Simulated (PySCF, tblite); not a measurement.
**C5H5Cl2Ge radical: geometry, infrared bands and EPR parameters**

Aim: predict the infrared bands and EPR parameters of C5H5Cl2Ge radical (`C=[C]1[GeH2][C](Cl)C=C1Cl`).

Computed with tblite 0.8.0 and PySCF 2.14.0, with density-fitted response routines of our own, on a single molecule in the gas phase. Atoms count from 0, in the outputs and in this text.

### Step 1. Starting geometry

13 atoms, charge 0, multiplicity 2; geometry from: force field or distance geometry start.

Bonds of the start (Å): C0–C1 1.32, C1–Ge2 1.89, Ge2–C3 1.93, C3–Cl4 1.79, C3–C5 1.51, C5–C6 1.33, C6–Cl7 1.75, C6–C1 1.46, C0–H8 1.08, C0–H9 1.09, Ge2–H10 1.56, Ge2–H11 1.55, C5–H12 1.08.

### Step 2. Optimising the geometry with GFN2-xTB

Job settings and geometry (Å):

```
{"job": {"kind": "relax", "xc": "GFN2-xTB", "basis": "xTB"}, "charge": 0, "multiplicity": 2}
C     -2.092400     0.017800     0.199700
C     -0.792100    -0.005700    -0.016000
Ge     0.366200     1.466800     0.263500
C      1.863800     0.382300    -0.291700
Cl     3.012800     0.231600     1.074900
C      1.287300    -0.979800    -0.607900
C     -0.022300    -1.166300    -0.469900
Cl    -0.750400    -2.721900    -0.818900
H     -2.710000    -0.857400     0.034500
H     -2.581700     0.929000     0.546800
H      0.062500     2.604100    -0.755000
H      0.418800     1.878100     1.754900
H      1.933100    -1.778200    -0.932800
```

Command:

```sh
$ OMP_NUM_THREADS=1 python probes_run.py task.json out
```

One launch serves the whole session: the jobs run in the order shown.

Log:

```text
step      E/eV     max force
  0    -657.03149    2.751
  1    -657.26089    1.726
  2    -657.36814    1.024
  3    -657.43366    0.908
  4    -657.54294    1.127
  5    -657.62002    0.909
  6    -657.67895    0.709
  7    -657.73882    0.729
  8    -657.81150    0.652
  9    -657.85672    0.571
 10    -657.89106    0.530
 11    -657.92429    0.517
 12    -657.96294    0.667
 13    -658.00758    0.651
 14    -658.05081    0.672
 15    -658.08348    0.519
 16    -658.10017    0.281
 17    -658.11092    0.302
 18    -658.12091    0.241
 19    -658.12617    0.259
 20    -658.12822    0.214
 21    -658.13089    0.112
 22    -658.13272    0.116
 23    -658.13475    0.126
 24    -658.13661    0.105
 25    -658.13773    0.079
 26    -658.13840    0.074
 27    -658.13906    0.065
 28    -658.13981    0.083
 29    -658.14055    0.084
 30    -658.14123    0.084
 31    -658.14196    0.073
 32    -658.14297    0.128
 33    -658.14444    0.160
 34    -658.14627    0.141
 35    -658.14804    0.102
 36    -658.14935    0.102
 37    -658.15033    0.099
 38    -658.15141    0.107
 39    -658.15289    0.101
 40    -658.15460    0.091
 41    -658.15600    0.095
 42    -658.15692    0.077
 43    -658.15759    0.068
 44    -658.15812    0.055
 45    -658.15860    0.050
 46    -658.15903    0.060
 47    -658.15948    0.058
 48    -658.16007    0.073
 49    -658.16075    0.070
 50    -658.16133    0.046
 51    -658.16168    0.044
 52    -658.16191    0.037
 53    -658.16210    0.043
 54    -658.16225    0.030
 55    -658.16234    0.017
 56    -658.16239    0.016
 57    -658.16244    0.017
 58    -658.16248    0.018
 59    -658.16253    0.016
 60    -658.16257    0.012
 61    -658.16259    0.012
 62    -658.16261    0.012
 63    -658.16263    0.012
 64    -658.16265    0.011
 65    -658.16267    0.012
 66    -658.16268    0.010
```

Run time: 0.63 s. Hardware: 1 thread of Arm Neoverse V1, shared host.

Step by step: (not every step is listed)

```tsv
step	energy from step 0 (eV)	largest force (eV/Å)
0	0.0000	2.7515
1	-0.2294	1.7257
2	-0.3367	1.0243
3	-0.4022	0.9081
4	-0.5115	1.1272
5	-0.5885	0.9089
6	-0.6475	0.7094
7	-0.7073	0.7292
8	-0.7800	0.6524
13	-0.9761	0.6508
18	-1.0894	0.2414
23	-1.1033	0.1264
28	-1.1083	0.0826
33	-1.1130	0.1605
38	-1.1199	0.1069
43	-1.1261	0.0677
48	-1.1286	0.0726
53	-1.1306	0.0428
58	-1.1310	0.0177
61	-1.1311	0.0115
62	-1.1311	0.0117
63	-1.1311	0.0124
64	-1.1312	0.0106
65	-1.1312	0.0119
66	-1.1312	0.0098
```

Close pairs (by a distance rule), those that changed most:

```tsv
bond	before (Å)	after (Å)	change (Å)
C3–C5	1.512	1.369	-0.143
C3–Cl4	1.792	1.701	-0.091
C1–Ge2	1.894	1.973	+0.079
C5–C6	1.330	1.401	+0.071
Ge2–H10	1.557	1.501	-0.056
Ge2–H11	1.548	1.501	-0.047
C6–Cl7	1.753	1.713	-0.040
C1–C6	1.465	1.425	-0.040
```

The final coordinates are the input of the step that follows.

### Step 3. Harmonic vibrations with GFN2-xTB

Job settings and geometry (Å):

```
{"job": {"kind": "ir", "xc": "GFN2-xTB", "basis": "xTB"}, "charge": 0, "multiplicity": 2}
C     -2.233747    -0.012813     0.037991
C     -0.889454    -0.025385     0.008109
Ge     0.366200     1.433891     0.439566
C      1.817363     0.202585     0.026427
Cl     3.489323     0.509471     0.089371
C      1.311627    -1.014648    -0.344200
C     -0.083427    -1.141879    -0.357639
Cl    -0.793063    -2.634599    -0.806269
H     -2.815834    -0.882548    -0.223420
H     -2.775059     0.870965     0.326579
H      0.310482     2.634279    -0.459397
H      0.353010     1.911791     1.862243
H      1.938189    -1.850623    -0.617090
```

Log:

```text
mode    cm-1     km/mol
  1      64.0      0.01
  2     134.7      0.02
  3     154.3      1.48
  4     228.5      0.14
  5     251.0      0.04
  6     269.0      4.53
  7     279.7      0.03
  8     302.4      3.86
  9     359.3      1.12
 10     402.0     15.37
 11     490.2     61.30
 12     503.8     28.72
 13     560.9     46.52
 14     566.5      1.04
 15     623.4     26.34
 16     647.3      0.63
 17     743.8     22.20
 18     820.9    195.44
 19     841.1     30.53
 20     861.5      7.59
 21     922.4     59.19
 22    1000.6      7.84
 23    1141.2     10.74
 24    1222.4     14.64
 25    1320.8     20.51
 26    1373.7     17.72
 27    1415.8     39.30
 28    1561.6      9.90
 29    1967.5    187.41
 30    2017.6    349.89
 31    3082.1     11.05
 32    3083.3      7.34
 33    3125.9     17.93
```

It took 0.61 s on 1 thread of Arm Neoverse V1, shared host.

The strongest bands and the atoms that carry them (share of the mass-weighted mode):

```tsv
cm⁻¹	km/mol	atoms
490	61.3	H11 24 %, H10 24 %, C1 18 %, C3 15 %
561	46.5	H11 39 %, H10 34 %
821	195.4	H10 48 %, H11 48 %
841	30.5	H8 39 %, H9 35 %, C0 23 %
922	59.2	C3 51 %
1416	39.3	C5 32 %, C3 28 %, H9 13 %
1968	187.4	H11 51 %, H10 48 %
2018	349.9	H10 50 %, H11 48 %
```

### Step 4. g tensor and hyperfine couplings: B3LYP/def2-TZVP-core+pcH-1

Same as in step 3 but for these lines:

```diff
@@ -1,2 +1,2 @@
-{"job": {"kind": "ir", "xc": "GFN2-xTB", "basis": "xTB"}, "charge": 0, "multiplicity": 2}
+{"job": {"kind": "epr", "basis": "pcH-1"}, "charge": 0, "multiplicity": 2}
 C     -2.233747    -0.012813     0.037991
```

Method: UKS B3LYP, def2-TZVP-core on Ge, pcH-1 on C Cl H, non-relativistic, mean-field spin-orbit, GIAO.

Log:

```text
UKS, coarse grid
  cycle   1  E = -3190.84568405  |g| = 1.35e+00
  cycle   2  E = -3190.77558823  |g| = 9.31e-01
  cycle   3  E = -3190.88974172  |g| = 4.21e-01
  cycle   4  E = -3190.93287105  |g| = 1.60e-01
  cycle   5  E = -3190.94719006  |g| = 2.31e-02
  cycle   6  E = -3190.94748926  |g| = 1.22e-02
  cycle   7  E = -3190.94759708  |g| = 4.24e-03
  cycle   8  E = -3190.94762738  |g| = 2.60e-03
  cycle   9  E = -3190.94763507  |g| = 1.12e-03
  cycle  10  E = -3190.94763575  |g| = 6.80e-04
UKS, final grid
  cycle   1  E = -3190.94763289  |g| = 1.18e-03
  cycle   2  E = -3190.94763067  |g| = 2.38e-03
  cycle   3  E = -3190.94763366  |g| = 1.53e-04
  cycle   4  E = -3190.94763367  |g| = 6.79e-05
  cycle   5  E = -3190.94763368  |g| = 3.40e-05
  cycle   6  E = -3190.94763369  |g| = 1.96e-05
E = -3190.94763369 Eh   <S^2> = 0.7864 (exact 0.7500)
g shifts (ppm)      1          2          3
  rmc          -178       -178       -178
  gc             -1         38         39
  oz_so        -571       5264       6054
  total        -751       5123       5915
hyperfine (MHz)  atom isotope    a_iso     a_fc   dipolar eigenvalues
    0   13C      29.56      29.62    -28.13    -26.83     54.95
    1   13C     -34.58     -34.60    -20.63      7.99     12.64
    2  73Ge       6.16       6.26     -0.94     -0.49      1.43
    3   13C      55.59      55.33    -40.17    -39.42     79.58
    4  35Cl       3.49       3.60    -17.51    -11.80     29.32
    5   13C     -39.31     -39.35    -26.65     11.67     14.98
    6   13C      59.91      59.66    -45.45    -44.28     89.73
    7  35Cl       3.11       3.23    -16.59    -10.15     26.74
    8    1H     -23.14     -23.13    -10.86     -1.32     12.18
    9    1H     -23.70     -23.70    -13.55     -0.46     14.01
   10    1H      12.49      12.50     -1.61     -0.64      2.25
   11    1H      12.59      12.59     -1.61     -0.64      2.24
   12    1H      11.25      11.23     -4.03     -1.89      5.92
```

Run time: 6.1 min. Hardware: 1 thread of Arm Neoverse V1, shared host; peak memory 1.5 GiB.

Principal g values 2.00157, 2.00744, 2.00823; g(iso) = 2.00575, against 2.00232 for a free electron.

Mean a(iso) over the nuclei that a row names, and the largest dipolar term of the row (other rows stand at the frozen geometry):

```tsv
nuclei	isotope	a(iso) (MHz)	a(iso) (G, at g = 2.0023)	largest dipolar term (MHz)
C6	13C	59.9	21.4	89.7
C3	13C	55.6	19.8	79.6
C5	13C	-39.3	-14.0	-26.7
C1	13C	-34.6	-12.3	-20.6
C0	13C	29.6	10.5	55.0
H9	1H	-23.7	-8.5	14.0
H8	1H	-23.1	-8.3	12.2
H10, H11	1H	12.5	4.5	2.3
H12	1H	11.3	4.0	5.9
Ge2	73Ge	6.2	2.2	1.4
Cl4	35Cl	3.5	1.2	29.3
Cl7	35Cl	3.1	1.1	26.7
```

Mulliken spin populations:

C0 0.37; C1 -0.18; Ge2 -0.02; C3 0.46; Cl4 0.05; C5 -0.22; C6 0.50; Cl7 0.05; H8 -0.02; H9 -0.02; H10 0.01; H11 0.01; H12 0.01

In first order the couplings over 0.8 MHz of 1H, 35Cl give 384 distinct lines over 36.7 G, if the averaged nuclei exchange fast; the same motion can average rows kept apart here too.

Orbitals, density, ELF and potential are computed afterwards from the orbital file.

ELF in a plane through or near 11 of the atoms.

Values, 10 rows by 14 columns:
```
0.00 0.00 0.00 0.00 0.00 0.00 0.00 0.00 0.00 0.00 0.00 0.00 0.00 0.00
0.00 0.00 0.00 0.00 0.00 0.00 0.01 0.00 0.00 0.00 0.00 0.00 0.00 0.00
0.00 0.00 0.00 0.00 0.00 0.08 0.19 0.12 0.01 0.00 0.00 0.00 0.00 0.00
0.00 0.01 0.29 0.44 0.02 0.24 0.49 0.18 0.05 0.62 0.99 0.51 0.00 0.00
0.00 0.08 0.77 0.86 0.32 0.89 0.27 0.70 0.49 0.73 0.98 0.29 0.00 0.00
0.00 0.13 0.83 0.34 0.69 0.42 0.18 0.78 0.40 0.50 0.98 0.76 0.00 0.00
0.00 0.04 0.53 0.48 0.08 0.39 0.65 0.74 0.29 0.04 0.80 0.76 0.00 0.00
0.00 0.00 0.00 0.00 0.96 1.00 0.06 0.72 0.72 0.90 0.22 0.00 0.00 0.00
0.00 0.00 0.00 0.00 0.02 0.02 0.08 0.84 0.77 0.40 0.05 0.00 0.00 0.00
0.00 0.00 0.00 0.00 0.00 0.00 0.00 0.09 0.06 0.01 0.00 0.00 0.00 0.00
```
The map spans 12.2 Å across and 10.5 Å up, centred on the molecule. Atoms in the plane (x, y in Å): C0 (2.2, 0.2), C1 (0.9, 0.1), Ge2 (-0.5, 1.5), C3 (-1.8, 0.0), Cl4 (-3.5, 0.2), C5 (-1.2, -1.2), C6 (0.2, -1.2), Cl7 (1.1, -2.7), H8 (2.9, -0.6), H9 (2.7, 1.2), H12 (-1.7, -2.1).

On the surface of density 0.002 e/bohr³ the electrostatic potential runs, from the 1st to the 99th percentile, from -0.37 V near Cl7 to 1.38 V near H10.

The spin density lies nearest to C3, C6 about 25 % each; C0 16 %; C1, C5 about 7 % each (beta excess).

### Step 5. Results

```
                                                                  quantity                  value
                                 strongest single infrared mode (GFN2-xTB)  2018 cm⁻¹, 350 km/mol
                                              zero-point energy (GFN2-xTB)          46.2 kcal/mol
                                                            g(iso) (B3LYP)                2.00575
                                                                      ⟨S²⟩     0.786 (exact 0.75)
                                        largest a(iso) (averaged by class)    13C on C6, 59.9 MHz
potential on the surface of density 0.002 e/bohr³, 1st and 99th percentile     -0.37 V and 1.38 V
```

The optimisation took 66 steps and gained 1.131 eV; among the close pairs (by a distance rule), C3–C5 changed most, from 1.512 to 1.369 Å. All 33 modes are real, so the xTB geometry is a minimum. The strongest single mode, at 2018 cm⁻¹, moves mainly H10 and H11. GFN2-xTB is a fitted tight-binding method: band positions and strengths are rough. Its intensities can rank the bands wrongly. The largest spin populations lie on C6 (0.50 e), C3 (0.46 e), C0 (0.37 e). The isotropic g lies 3.4 ppt above the free-electron value. The hyperfine terms hold no scalar relativity, which the heavier nuclei need. The conformer search found further structures of the same energy, which may be mirror or relabelled copies of this one.
